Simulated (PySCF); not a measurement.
# CH3AlF2: the cost of one run

Computed with PySCF 2.14.0; each step states its level. No surroundings beyond the atoms listed, unless a continuum is named. Atoms count from 0, parts from 1.

### Step 1. Starting point

Each species was relaxed by itself at GFN2-xTB.

### Step 2. Energies of the species: PBE0-D3(BJ)/def2-TZVPD

What the job is given:

```
{"job": {"kind": "react", "xc": "PBE0", "basis": "def2-TZVPD", "disp": "d3bj"}, "charge": 0, "multiplicity": 1}
-1 CH3AlF2 charge 0 multiplicity 1
C      0.770740    -0.528540     0.065780
Al    -0.850010     0.586490    -0.076840
F     -2.118740     0.224550    -1.067180
F     -1.070820     1.974220     0.787220
H      1.001570    -1.002110    -0.887850
H      1.625640     0.069630     0.379020
H      0.641630    -1.324250     0.799860

-1 H2O charge 0 multiplicity 1
O     -0.000150     0.379290     0.008130
H     -0.772090    -0.189960    -0.002780
H      0.772240    -0.189330    -0.005340

+1 AlF2HO charge 0 multiplicity 1
O      0.239820     0.735520    -0.870920
Al     0.006650    -0.360630     0.320180
F      1.087040    -1.577710     0.492740
F     -1.259610    -0.312680     1.364510
H     -0.073890     1.515500    -1.306520

+1 CH4 charge 0 multiplicity 1
C     -0.000050     0.000040    -0.000010
H      0.399140     0.799620    -0.610200
H      0.802090    -0.458460     0.563610
H     -0.463830    -0.742280    -0.636350
H     -0.737350     0.401090     0.682950
```

Method: PBE0-D3(BJ)/def2-TZVPD reaction energy of separated species, gas phase.

On the command line:

```
$ OMP_NUM_THREADS=1 python cluster_run.py task.json out
```

The driver reads the jobs from task.json and runs them one after another.

Q: Estimate the wall time and peak memory of this first job on 1 thread of Arm Neoverse N1, shared host.

About 15 s, with a peak of 0.57 GiB.
